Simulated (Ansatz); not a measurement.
# C2H6Cl2Sn: taking an electron away

How much energy removes an electron from C2H6Cl2Sn at fixed geometry? The cation is run at each level and the neutral's energy taken from earlier runs.

The runs use Ansatz 0.2.0, Gaussian basis; unrestricted cation, the program's frozen cores in correlated methods.

The runs, in order: UKS PBE-D4/def2-TZVPP; UKS r2SCAN-D4/def2-TZVPP; UKS PBE0-D4/def2-TZVPP; UKS B3LYP-D4/def2-TZVPP; UKS wB97X-V/def2-TZVPP; UKS wB97M-V/def2-TZVPP; UKS B2PLYP/def2-TZVPP; UHF-CCSD(T)/def2-TZVPP; UHF-MP2/def2-QZVPP; extrapolation to the limit; then −ε(HOMO) from the neutral's earlier runs with LDA (SPW92), PBE-D4, revPBE-D4, BLYP-D4, r2SCAN-D4, B97M-V, PBE0-D4, B3LYP-D4, r2SCANh-D4, r2SCAN0-D4, HSE06-D4, BHLYP-D4, CAM-B3LYP-D4, LC-ωPBE, ωB97X-V, ωB97M-V.

## (1) Structure used throughout

An earlier PBE0-D4 in a triple-zeta def2 set relaxation fixed the geometry. Sn takes the def2 core potential; no spin-orbit term is included.

SMILES `[CH3][Sn]([CH3])([Cl])[Cl]`, 11 atoms, charge 0, spin multiplicity 1.

Atoms are counted from 1 here; the program's logs count them from 0.

Bond lengths: C1–Sn2 2.120 Å, C1–H6 1.090 Å, C1–H7 1.089 Å, C1–H8 1.090 Å, Sn2–C3 2.120 Å, Sn2–Cl4 2.334 Å, Sn2–Cl5 2.334 Å, C3–H9 1.089 Å, C3–H10 1.090 Å, C3–H11 1.090 Å. Angles: Sn2–C1–H6 109.6°, Sn2–C1–H7 108.3°, Sn2–C1–H8 109.6°, H6–C1–H7 109.7°, H6–C1–H8 110.0°, H7–C1–H8 109.7°, C1–Sn2–C3 121.7°, C1–Sn2–Cl4 107.1°, C1–Sn2–Cl5 107.1°, C3–Sn2–Cl4 107.1°, C3–Sn2–Cl5 107.1°, Cl4–Sn2–Cl5 105.8°, Sn2–C3–H9 108.3°, Sn2–C3–H10 109.6°, Sn2–C3–H11 109.6°, H9–C3–H10 109.7°, H9–C3–H11 109.7°, H10–C3–H11 110.0°.

## (2) Cation, UKS PBE-D4/def2-TZVPP

in.yaml reads:

```yaml
crystal:
  periodic: [false, false, false]
  atoms:
    - {symbol: C, position_ang: [-1.850237, 0.321554, 0.276278]}
    - {symbol: Sn, position_ang: [0.155165, 0.386556, -0.409732]}
    - {symbol: C, position_ang: [1.635659, -0.926459, 0.352229]}
    - {symbol: Cl, position_ang: [0.098374, 0.087000, -2.724038]}
    - {symbol: Cl, position_ang: [0.926860, 2.562885, -0.067622]}
    - {symbol: H, position_ang: [-1.876683, 0.524007, 1.346747]}
    - {symbol: H, position_ang: [-2.417827, 1.083661, -0.255683]}
    - {symbol: H, position_ang: [-2.274118, -0.661480, 0.072425]}
    - {symbol: H, position_ang: [2.578453, -0.703182, -0.144998]}
    - {symbol: H, position_ang: [1.741427, -0.773805, 1.426056]}
    - {symbol: H, position_ang: [1.348327, -1.957837, 0.149038]}
basis:
  gaussian: {orbitals: def2-TZVPP}
total_charge: 1
magnetization: {spin_polarized: true, initial_magnetization: 1}
hamiltonian: {xc: pbe, dispersion: d4}
```

The run is started by

```console
$ ansatz run in.yaml --threads 2 --pin off --events-out ev --progress --plain --max-ram 32768MiB --backend cuda --devices 0, --max-vram 18GiB
```

After this run come: Cation, UKS r2SCAN-D4/def2-TZVPP; Cation, UKS PBE0-D4/def2-TZVPP; Cation, UKS B3LYP-D4/def2-TZVPP; Cation, UKS wB97X-V/def2-TZVPP; Cation, UKS wB97M-V/def2-TZVPP; Cation, UKS B2PLYP (frozen core)/def2-TZVPP; Cation, UHF-CCSD(T)/def2-TZVPP; Cation, UHF-MP2/def2-QZVPP.

**Question.** What will the summary of the whole plan be? Wanted: ionisation energy, CCSD(T)/CBS; nearest functional by difference; nearest −ε(HOMO); −ε(HOMO) of PBE; T1 of the cation.

As calculated:

```
                        quantity               value
  ionisation energy, CCSD(T)/CBS            10.57 eV
nearest functional by difference  ωB97X-V (-0.02 eV)
                nearest −ε(HOMO)  ωB97X-V (+0.07 eV)
                 −ε(HOMO) of PBE             7.04 eV
                T1 of the cation               0.035
```

By cation minus neutral, the functionals miss by 0.93 eV at most. −ε(HOMO) of PBE misses by 3.5 eV, since self-interaction lifts the level. Among orbital estimates ωB97X-V comes nearest. Hartree-Fock falls 0.61 eV short, as the neutral has more correlation energy than the cation. The cation's T1 (from the report) is 0.035, near the customary mark of 0.045 for open shells, so the coupled-cluster value is less safe. Correlated methods include outer-core shells of Sn, which these sets cover unevenly. With outer-core shells in play the reference is unsure by up to some tenths of an eV, so close misses can't be ranked.
